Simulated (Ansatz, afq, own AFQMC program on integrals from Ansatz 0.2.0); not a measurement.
# C2H8BN (singlet): quantum Monte Carlo beside coupled cluster, def2-TZVP

Aim: compute C2H8BN (singlet) with auxiliary-field quantum Monte Carlo on the same integrals as coupled cluster, and set the energies side by side.

The runs use Ansatz 0.2.0, Gaussian basis, and an in-house AFQMC program (afq) on its integrals; all values are calculated; def2-TZVP, frozen cores.

To be run: CCSD(T) on RHF; PBE (unrestricted); r2SCAN (unrestricted); PBE0 (unrestricted); B3LYP (unrestricted); wB97M-V (unrestricted); B2PLYP (unrestricted); Phaseless AFQMC, CISD trial on RHF; UHF.

## (1) The geometry

The geometry is a PBE0/def2-SVP stationary point (not a proven minimum).

12 atoms, charge 0, spin multiplicity 1.

Atoms are counted from 1 here; the program's logs count them from 0.

Bond lengths: C1–C2 1.529 Å, C1–H5 1.102 Å, C1–H6 1.102 Å, C1–H7 1.102 Å, C2–B3 1.579 Å, C2–H8 1.105 Å, C2–H9 1.108 Å, B3–N4 1.394 Å, B3–H10 1.216 Å, N4–H11 1.011 Å, N4–H12 1.013 Å. Angles: C2–C1–H5 111.6°, C2–C1–H6 112.2°, C2–C1–H7 111.3°, H5–C1–H6 107.1°, H5–C1–H7 106.9°, H6–C1–H7 107.4°, C1–C2–B3 114.1°, C1–C2–H8 110.3°, C1–C2–H9 108.8°, B3–C2–H8 111.4°, B3–C2–H9 106.3°, H8–C2–H9 105.5°, C2–B3–N4 122.5°, C2–B3–H10 120.4°, N4–B3–H10 117.1°, B3–N4–H11 123.1°, B3–N4–H12 123.2°, H11–N4–H12 113.6°.

## (2) CCSD(T) on RHF

Input file in.yaml:

```yaml
crystal:
  periodic: [false, false, false]
  atoms:
    - {symbol: C, position_ang: [-0.764270, 1.511890, -0.023564]}
    - {symbol: C, position_ang: [-0.219055, 0.248225, 0.641897]}
    - {symbol: B, position_ang: [0.790669, -0.568089, -0.256739]}
    - {symbol: N, position_ang: [0.688645, -1.946255, -0.436065]}
    - {symbol: H, position_ang: [-1.363141, 1.273460, -0.917518]}
    - {symbol: H, position_ang: [-1.409694, 2.094049, 0.653515]}
    - {symbol: H, position_ang: [0.052120, 2.174531, -0.352419]}
    - {symbol: H, position_ang: [-1.050140, -0.388505, 0.996079]}
    - {symbol: H, position_ang: [0.339934, 0.538475, 1.553059]}
    - {symbol: H, position_ang: [1.711586, -0.003774, -0.816298]}
    - {symbol: H, position_ang: [1.342723, -2.481447, -0.991299]}
    - {symbol: H, position_ang: [-0.042477, -2.507661, -0.016745]}
basis:
  gaussian: {orbitals: def2-TZVP}
magnetization: {spin_polarized: false}
correlation: {method: ccsd_t, electrons: outside_noble_gas, hamiltonian_folder: ham}
```

Launch:

```bash
$ ansatz run in.yaml --threads 1 --pin off --events-out ev --progress --plain --max-ram 16896MiB --backend cuda --devices 0, --max-vram 18GiB
```

The log of the run:

```text
Functional definition: HF
  name "HF"
  cite "Fock, Z. Phys. 61, 126 (1930) doi:10.1007/BF01340294"
  parent pbe
  exchange = exact_x
  correlation = 0
1189 factors; integrals over basis functions are off by at most 1.0e-3 eV
mean field evaluation 1: about -4339.7615 eV, gradient 4.1e1 eV
mean field evaluation 2: about -4339.7614 eV, gradient 4.1e1 eV
mean field evaluation 4: about -4343.8335 eV, gradient 3.6e0 eV
mean field evaluation 8: about -4343.8819 eV, gradient 2.3e-4 eV
mean field evaluation 16: about -4343.8837 eV, gradient 2.1e-1 eV
mean field -4343.88190388 eV, -159.6347155786 hartree, gradient 1.0e-6 eV, S^2 0.000000; 0 other end points of the search recorded, 0 dependent functions left out
4 core orbitals not correlated: weight in the atoms' cores, before any rotation towards them, 1.000 or more for the frozen orbitals, at most 0.000 for the correlated occupied ones
reference -4343.88190388 eV, -159.6347155786 hartree; 12, 12 occupied and 156, 156 virtual orbitals, 1189 factors
second order -17.76394891 eV of doubles, -0.00000000 eV of singles
cycle   1  -18.52951857 eV  change   -7.7e-1 eV  update   8.4e-2
cycle   2  -18.97793139 eV  change   -4.5e-1 eV  update   2.4e-2
cycle   3  -19.04984438 eV  change   -7.2e-2 eV  update   1.1e-2
cycle   4  -19.04550799 eV  change    4.3e-3 eV  update   3.4e-3
cycle   5  -19.04587601 eV  change   -3.7e-4 eV  update   1.6e-3
cycle   6  -19.04562137 eV  change    2.5e-4 eV  update   4.6e-4
cycle   7  -19.04553845 eV  change    8.3e-5 eV  update   1.3e-4
cycle   8  -19.04555433 eV  change   -1.6e-5 eV  update   4.3e-5
cycle   9  -19.04554644 eV  change    7.9e-6 eV  update   1.2e-5
perturbative correction -0.70283122 eV, -0.0258285708 hartree
Total energy: -4363.63028153 eV, -160.3604550716 hartree
```

It took 3.1 s on 1 × NVIDIA H100 80GB HBM3 with 1 thread of AMD EPYC 7R13 (Zen 3), shared host; peak host memory 0.77 GiB.

From the report: correlation -19.7484 eV; T1 0.011; largest double amplitude 0.02.

This run also writes the integrals to the folder ham.

## (3) PBE (unrestricted)

Changes to in.yaml since step 2:

```diff
@@ -17,3 +17,4 @@
   gaussian: {orbitals: def2-TZVP}
-magnetization: {spin_polarized: false}
-correlation: {method: ccsd_t, electrons: outside_noble_gas, hamiltonian_folder: ham}
+magnetization: {spin_polarized: true, initial_magnetization: 0}
+hamiltonian: {xc: {name: PBE}}
+output: {orbitals: {seedname: orbitals}}
```

Launch:

```bash
$ ansatz run in.yaml --threads 1 --pin off --events-out ev --progress --plain --max-ram 5632MiB --backend cpu
```

The log of the run:

```text
Functional definition: PBE
  name "PBE"
  cite "Perdew, Burke & Ernzerhof, Phys. Rev. Lett. 77, 3865 (1996) doi:10.1103/PhysRevLett.77.3865"
  parent pbe
  parameter kappa = 0.804
  parameter beta = 0.06672455060314922
  exchange = pbe_x(kappa = kappa, mu = beta*pi^2/3)
  correlation = pbe_c(beta = beta)
1036 factors; their error is unknown
mean field evaluation 1: about -4349.4316 eV, gradient 6.5e1 eV
mean field evaluation 2: about -4311.6323 eV, gradient 1.0e2 eV
mean field evaluation 4: about -4367.0508 eV, gradient 1.1e1 eV
mean field evaluation 8: about -4367.5673 eV, gradient 1.6e-1 eV
mean field evaluation 16: about -4367.5350 eV, gradient 2.0e-4 eV
mean field -4367.53501104 eV, -160.5039512340 hartree, gradient 1.7e-5 eV, S^2 0.000000; 0 other end points of the search recorded, 0 dependent functions left out
reference -4367.53505606 eV, -160.5039528885 hartree; 16, 16 occupied and 156, 156 virtual orbitals, 1036 factors
Total energy: -4367.53505606 eV, -160.5039528885 hartree
```

It took 4.5 s on 1 thread of AMD EPYC 7R13 (Zen 3), shared host; peak memory 0.74 GiB.

From the report: ⟨S²⟩ of the determinant 0.000 (pure singlet: 0.00).

## (4) r2SCAN (unrestricted)

Changes to in.yaml since step 3:

```diff
@@ -18,3 +18,2 @@
 magnetization: {spin_polarized: true, initial_magnetization: 0}
-hamiltonian: {xc: {name: PBE}}
-output: {orbitals: {seedname: orbitals}}
+hamiltonian: {xc: {name: r2SCAN}}
```

Same command.

The log of the run:

```text
Functional definition: r2SCAN
  name "r2SCAN"
  cite "Furness, Kaplan, Ning, Perdew & Sun, J. Phys. Chem. Lett. 11, 8208 (2020) doi:10.1021/acs.jpclett.0c02405"
  cite "Furness, Kaplan, Ning, Perdew & Sun, J. Phys. Chem. Lett. 11, 9248 (2020) doi:10.1021/acs.jpclett.0c03077"
  parent r2scan
  parameter k0 = 0.174
  parameter k1 = 0.065
  parameter a1 = 4.9479
  exchange = r2scan_x(k0 = k0, k1 = k1, a1 = a1)
  correlation = r2scan_c
1036 factors; their error is unknown
mean field evaluation 1: about -4356.1172 eV, gradient 5.9e1 eV
mean field evaluation 2: about -4338.9752 eV, gradient 8.1e1 eV
mean field evaluation 4: about -4370.8586 eV, gradient 6.4e0 eV
mean field evaluation 8: about -4371.0498 eV, gradient 7.5e-2 eV
mean field evaluation 16: about -4371.0169 eV, gradient 2.4e-4 eV
mean field -4371.01693181 eV, -160.6319094622 hartree, gradient 2.6e-5 eV, S^2 0.000000; 0 other end points of the search recorded, 0 dependent functions left out
reference -4371.01694655 eV, -160.6319100040 hartree; 16, 16 occupied and 156, 156 virtual orbitals, 1036 factors
Total energy: -4371.01694655 eV, -160.6319100040 hartree
```

Wall time 8 s (1 thread of AMD EPYC 7R13 (Zen 3), shared host); peak memory 1.5 GiB.

From the report: ⟨S²⟩ of the determinant 0.000 (pure singlet: 0.00).

## (5) PBE0 (unrestricted)

Changes to in.yaml since step 4:

```diff
@@ -18,2 +18,3 @@
 magnetization: {spin_polarized: true, initial_magnetization: 0}
-hamiltonian: {xc: {name: r2SCAN}}
+hamiltonian: {xc: {name: PBE0}}
+output: {orbitals: {seedname: orbitals}}
```

Same command.

The log of the run:

```text
Functional definition: PBE0
  name "PBE0"
  cite "Adamo & Barone, J. Chem. Phys. 110, 6158 (1999) doi:10.1063/1.478522"
  cite "Perdew, Burke & Ernzerhof, Phys. Rev. Lett. 77, 3865 (1996) doi:10.1103/PhysRevLett.77.3865"
  parent pbe
  parameter a = 0.25
  parameter kappa = 0.804
  parameter beta = 0.06672455060314922
  exchange = (1 - a)*pbe_x(kappa = kappa, mu = beta*pi^2/3) + a*exact_x
  correlation = pbe_c(beta = beta)
1036 factors; their error is unknown
mean field evaluation 1: about -4357.0054 eV, gradient 5.2e1 eV
mean field evaluation 2: about -4350.2202 eV, gradient 6.2e1 eV
mean field evaluation 4: about -4368.2862 eV, gradient 3.5e0 eV
mean field evaluation 8: about -4368.3253 eV, gradient 3.9e-2 eV
mean field evaluation 16: about -4368.3253 eV, gradient 1.5e-5 eV
mean field -4368.32530194 eV, -160.5329938891 hartree, gradient 1.5e-5 eV, S^2 0.000000; 0 other end points of the search recorded, 0 dependent functions left out
reference -4368.32533506 eV, -160.5329951061 hartree; 16, 16 occupied and 156, 156 virtual orbitals, 1036 factors
Total energy: -4368.32533506 eV, -160.5329951061 hartree
```

Run time: 5.5 s. Hardware: 1 thread of AMD EPYC 7R13 (Zen 3), shared host; peak memory 2.9 GiB.

From the report: ⟨S²⟩ of the determinant 0.000 (pure singlet: 0.00).

## (6) B3LYP (unrestricted)

Changes to in.yaml since step 5:

```diff
@@ -18,3 +18,2 @@
 magnetization: {spin_polarized: true, initial_magnetization: 0}
-hamiltonian: {xc: {name: PBE0}}
-output: {orbitals: {seedname: orbitals}}
+hamiltonian: {xc: {name: B3LYP}}
```

Same command.

The log of the run (excerpt; [...] marks lines left out):

```text
Functional definition: B3LYP
  name "B3LYP"
  cite "Stephens, Devlin, Chabalowski & Frisch, J. Phys. Chem. 98, 11623 (1994) doi:10.1021/j100096a001"
  cite "Becke, Phys. Rev. A 38, 3098 (1988) doi:10.1103/PhysRevA.38.3098"
  cite "Lee, Yang & Parr, Phys. Rev. B 37, 785 (1988) doi:10.1103/PhysRevB.37.785"
  cite "Vosko, Wilk & Nusair, Can. J. Phys. 58, 1200 (1980) doi:10.1139/p80-159"
[...]
1036 factors; their error is unknown
[...]
mean field -4374.26438517 eV, -160.7512511720 hartree, gradient 1.4e-5 eV, S^2 0.000000; 0 other end points of the search recorded, 0 dependent functions left out
reference -4374.26466577 eV, -160.7512614839 hartree; 16, 16 occupied and 156, 156 virtual orbitals, 1036 factors
Total energy: -4374.26466577 eV, -160.7512614839 hartree
```

It took 5.5 s on 1 thread of AMD EPYC 7R13 (Zen 3), shared host; peak memory 2.9 GiB.

From the report: ⟨S²⟩ of the determinant 0.000 (pure singlet: 0.00).

## (7) wB97M-V (unrestricted)

Changes to in.yaml since step 6:

```diff
@@ -18,2 +18,3 @@
 magnetization: {spin_polarized: true, initial_magnetization: 0}
-hamiltonian: {xc: {name: B3LYP}}
+hamiltonian: {xc: {name: wB97M-V}}
+output: {orbitals: {seedname: orbitals}}
```

Same command.

The log of the run (excerpt; [...] marks lines left out):

```text
Functional definition: wB97M-V
  name "wB97M-V"
  cite "Mardirossian & Head-Gordon, J. Chem. Phys. 144, 214110 (2016) doi:10.1063/1.4952647"
  cite "Becke, J. Chem. Phys. 107, 8554 (1997) doi:10.1063/1.475007"
  cite "Vydrov & Van Voorhis, J. Chem. Phys. 133, 244103 (2010) doi:10.1063/1.3521275"
  # Of w^i u^j: cxij and so on, Table III.
[...]
  gx(w, u) = 1 - cx + cx01*u + cx10*w
  gss(w, u) = css00 + css04*u^4 + css10*w + css20*w^2 + css43*w^4*u^3
  gos(w, u) = cos00 + cos10*w + (cos20 + cos21*u)*w^2 + (cos60 + cos61*u)*w^6
[...]
      + integral(e_c_pw_mod_opposite_spin*gos(b97_w_opposite, b97_u_opposite)) + vv10(b, c)
1036 factors; their error is unknown
322 factors; integrals over basis functions are off by at most 1.5e-5 eV
[...]
mean field -4371.32277487 eV, -160.6431489874 hartree, gradient 6.8e-5 eV, S^2 0.000000; 0 other end points of the search recorded, 0 dependent functions left out
reference -4371.32282555 eV, -160.6431508497 hartree; 16, 16 occupied and 156, 156 virtual orbitals, 1036 factors
Total energy: -4371.32282555 eV, -160.6431508497 hartree
```

Wall time 16 s (1 thread of AMD EPYC 7R13 (Zen 3), shared host); peak memory 2.9 GiB.

From the report: ⟨S²⟩ of the determinant 0.000 (pure singlet: 0.00).

## (8) B2PLYP (unrestricted)

Changes to in.yaml since step 7:

```diff
@@ -18,3 +18,3 @@
 magnetization: {spin_polarized: true, initial_magnetization: 0}
-hamiltonian: {xc: {name: wB97M-V}}
-output: {orbitals: {seedname: orbitals}}
+hamiltonian: {xc: {name: B2PLYP}}
+correlation: {electrons: outside_noble_gas}
```

Same command.

The log of the run (excerpt; [...] marks lines left out):

```text
Functional definition: B2PLYP
  name "B2PLYP"
  cite "Grimme, J. Chem. Phys. 124, 034108 (2006) doi:10.1063/1.2148954"
  cite "Becke, Phys. Rev. A 38, 3098 (1988) doi:10.1103/PhysRevA.38.3098"
  cite "Lee, Yang & Parr, Phys. Rev. B 37, 785 (1988) doi:10.1103/PhysRevB.37.785"
[...]
1189 factors; integrals over basis functions are off by at most 1.0e-3 eV
[...]
mean field -4363.75336998 eV, -160.3649784883 hartree, gradient 2.6e-6 eV, S^2 0.000000; 0 other end points of the search recorded, 0 dependent functions left out
4 core orbitals not correlated: weight in the atoms' cores, before any rotation towards them, 1.000 or more for the frozen orbitals, at most 0.000 for the correlated occupied ones
reference -4363.75354628 eV, -160.3649849672 hartree; 12, 12 occupied and 156, 156 virtual orbitals, 1189 factors
second order -21.50617880 eV of doubles, -0.00000000 eV of singles
Total energy: -4369.56021455 eV, -160.5783760905 hartree
```

Run time: 8 s. Hardware: 1 thread of AMD EPYC 7R13 (Zen 3), shared host; peak memory 2.9 GiB.

From the report: ⟨S²⟩ of the determinant 0.000 (pure singlet: 0.00).

## (9) Phaseless AFQMC, CISD trial on RHF

It reads the integrals that the CCSD(T) run on this determinant wrote.

Launch:

```bash
$ afq ham --method phaseless --trial cisd --walkers 600 --populations 10 --least-time 60 --time-step 0.005 --steps-per-block 50 --equilibration-blocks 28 --max-blocks 4000 --target-error 0.0003 --factor-cut 1e-05 --seed 8167 --release-times 0.2,0.4,0.6 --release-step 0.02 --release-every 5 --taylor-order 6
```

The log of the run:

```text
orbitals 168  electrons 12 12  factors 1189 of 1189
reference energy -159.63471558 Eh
CCSD correlation -0.69991106 Eh in 11 cycles, weight of the determinant in the CISD state 0.7985
energy of the start -160.334622 Eh
 block  time / (1/Eh)  mean weight  energy / Eh
     1     0.250  0.9984  -160.312017
     2     0.500  0.9986  -160.327793
     3     0.750  0.9995  -160.340734
     4     1.000  1.0001  -160.347424
     5     1.250  0.9993  -160.356045
     6     1.500  0.9994  -160.352099
     7     1.750  0.9992  -160.353263
     8     2.000  0.9994  -160.353635
     9     2.250  1.0012  -160.358856
    10     2.500  1.0005  -160.357803
    13     3.250  0.9994  -160.361444
    19     4.750  1.0006  -160.361904
    25     6.250  0.9998  -160.363384
    31     7.750  0.9982  -160.354504
    37     9.250  1.0002  -160.360050
    43    10.750  0.9993  -160.364063
    49    12.250  1.0001  -160.361125
    55    13.750  0.9986  -160.360433
    61    15.250  0.9999  -160.366265
    67    16.750  0.9996  -160.369935
    73    18.250  1.0003  -160.363188
    79    19.750  0.9996  -160.363604
    85    21.250  0.9991  -160.362466
    91    22.750  0.9980  -160.356686
    97    24.250  0.9980  -160.365196
   103    25.750  1.0000  -160.369057
   109    27.250  1.0010  -160.361084
   115    28.750  0.9977  -160.359427
   121    30.250  0.9990  -160.356027
   127    31.750  0.9998  -160.366807
   133    33.250  1.0006  -160.362415
   139    34.750  1.0016  -160.360459
   145    36.250  1.0019  -160.360257
   151    37.750  1.0002  -160.356659
   157    39.250  0.9995  -160.366585
   163    40.750  1.0014  -160.361234
   169    42.250  1.0006  -160.363720
   175    43.750  1.0003  -160.363616
   181    45.250  0.9989  -160.360811
   187    46.750  0.9997  -160.358287
   193    48.250  1.0012  -160.363497
   199    49.750  1.0007  -160.365371
   205    51.250  0.9993  -160.356079
   211    52.750  1.0001  -160.358001
   217    54.250  1.0005  -160.368737
   223    55.750  1.0003  -160.361027
   229    57.250  0.9994  -160.365914
   235    58.750  1.0017  -160.366337
   241    60.250  0.9994  -160.359514
   247    61.750  1.0001  -160.363295
   253    63.250  0.9990  -160.360285
error from the spread of 10 populations
released: time / (1/Eh)  energy / Eh  error  mean overlap
  0.20  -160.363071  0.000429  1.0021
  0.40  -160.362798  0.000441  0.9990
  0.60  -160.363195  0.000515  0.9916
energy -160.362708 +/- 0.000225 Eh
```

Run time: 3.1 min. Hardware: 1 × NVIDIA H100 80GB HBM3 with 2 threads of AMD EPYC 7R13 (Zen 3), shared host; peak host memory 2.9 GiB.

Energy -4363.6916 ± 0.0061 eV. Caveats: constraint bias not in the error.

## (10) UHF

Changes to in.yaml since step 8:

```diff
@@ -18,3 +18,3 @@
 magnetization: {spin_polarized: true, initial_magnetization: 0}
-hamiltonian: {xc: {name: B2PLYP}}
-correlation: {electrons: outside_noble_gas}
+hamiltonian: {xc: hf}
+output: {orbitals: {seedname: orbitals}}
```

Launch:

```bash
$ ansatz run in.yaml --threads 1 --pin off --events-out ev --progress --plain --max-ram 16896MiB --backend cuda --devices 0, --max-vram 18GiB
```

The log of the run:

```text
Functional definition: HF
  name "HF"
  cite "Fock, Z. Phys. 61, 126 (1930) doi:10.1007/BF01340294"
  parent pbe
  exchange = exact_x
  correlation = 0
1225 factors; their error is unknown
mean field evaluation 1: about -4339.7096 eV, gradient 2.9e1 eV
mean field evaluation 2: about -4343.0302 eV, gradient 1.3e1 eV
mean field evaluation 4: about -4343.8336 eV, gradient 5.8e-1 eV
mean field evaluation 8: about -4343.8816 eV, gradient 3.3e-1 eV
mean field -4343.88187064 eV, -159.6347143571 hartree, gradient 2.3e-5 eV, S^2 0.000000; 0 other end points of the search recorded, 0 dependent functions left out
reference -4343.88187064 eV, -159.6347143571 hartree; 16, 16 occupied and 156, 156 virtual orbitals, 1225 factors
Total energy: -4343.88187064 eV, -159.6347143571 hartree
```

It took 1.5 s on 1 × NVIDIA H100 80GB HBM3 with 1 thread of AMD EPYC 7R13 (Zen 3), shared host; peak host memory 2.9 GiB.

From the report: ⟨S²⟩ of the determinant 0.000 (pure singlet: 0.00).

## (11) AFQMC on the ladder

On the RHF determinant, counted from CCSD(T) (a yardstick, not exact):

```
                                               level  energy (eV)  from CCSD(T) (kcal/mol)  statistical error (kcal/mol)     time
                                                  HF   -4343.8819                  +455.41                                       
                                                 MP2   -4361.6459                   +45.76                                       
                                                CCSD   -4362.9275                   +16.21                                       
                                             CCSD(T)   -4363.6303                     0.00                                       
Phaseless AFQMC, CISD trial, step 0.005, 600 walkers   -4363.6916                    -1.41                          0.14  3.1 min
```

The functionals' totals stand on their own zeros and serve differences with other points: PBE -4367.535 eV; r2SCAN -4371.017 eV; PBE0 -4368.325 eV; B3LYP -4374.265 eV; wB97M-V -4371.323 eV; B2PLYP -4369.560 eV.

## (12) What came out

```
                                       quantity                  value
Phaseless AFQMC, CISD trial on RHF from CCSD(T)  -1.41 ± 0.14 kcal/mol
```

In words: On RHF the phaseless walk with the CISD trial lies -1.41 kcal/mol from CCSD(T), 10 times its error bar. Error bars are statistical and leave out the constraint, the time step and what remains of the start.
